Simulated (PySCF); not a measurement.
# C2H8O2Si3: the cost of one run

Computed with PySCF 2.14.0, with density-fitted response routines of our own, on a single molecule in the gas phase. Atoms count from 0, in the outputs and in this text.

### Step 1. The molecule as given

15 atoms, charge 0, multiplicity 1; geometry from: GFN2-xTB.

Bonds of the start (Å): C0–C1 1.20, C1–Si2 1.85, Si2–O3 1.62, O3–Si4 1.63, Si4–Si5 2.29, Si5–O6 1.63, C0–H7 1.05, Si2–H8 1.47, Si2–H9 1.46, Si4–H10 1.47, Si4–H11 1.47, Si5–H12 1.48, Si5–H13 1.48, O6–H14 0.95.

### Step 2. Ultraviolet spectrum: PBE0/def2-SVPD

The job: settings as JSON, then the geometry in Å.

```
{"job": {"kind": "uv", "xc": "PBE0", "basis": "def2-SVPD", "nstates": 8, "ntriplets": 3}, "charge": 0, "multiplicity": 1}
C      3.627787     0.738661     1.548709
C      2.975808     0.098922     0.767013
Si     1.968035    -0.893235    -0.431460
O      0.486108    -1.127178     0.170954
Si    -1.001465    -0.784020     0.739697
Si    -2.207726     0.033057    -1.023992
O     -3.639124     0.353781    -0.307399
H      4.200417     1.298526     2.232189
H      1.832076    -0.142518    -1.683074
H      2.531108    -2.234055    -0.577697
H     -1.428934    -2.075562     1.297000
H     -0.801247     0.136236     1.869700
H     -1.719031     1.265739    -1.672978
H     -2.449733    -0.877814    -2.159524
H     -4.378492     0.711795    -0.791050
```

With the program's defaults for keys left out, this is: TDDFT PBE0/def2-SVPD, vertical, gas phase, core orbitals frozen in the response.

Launch:

```console
OMP_NUM_THREADS=1 python probes_run.py task.json out
```

One launch serves the whole session: the jobs run in the order shown.

**Question.** How long does this job take on 1 thread of Arm Neoverse N1, shared host, and how much memory does it need?

About 84 s, with a peak of 0.89 GiB.
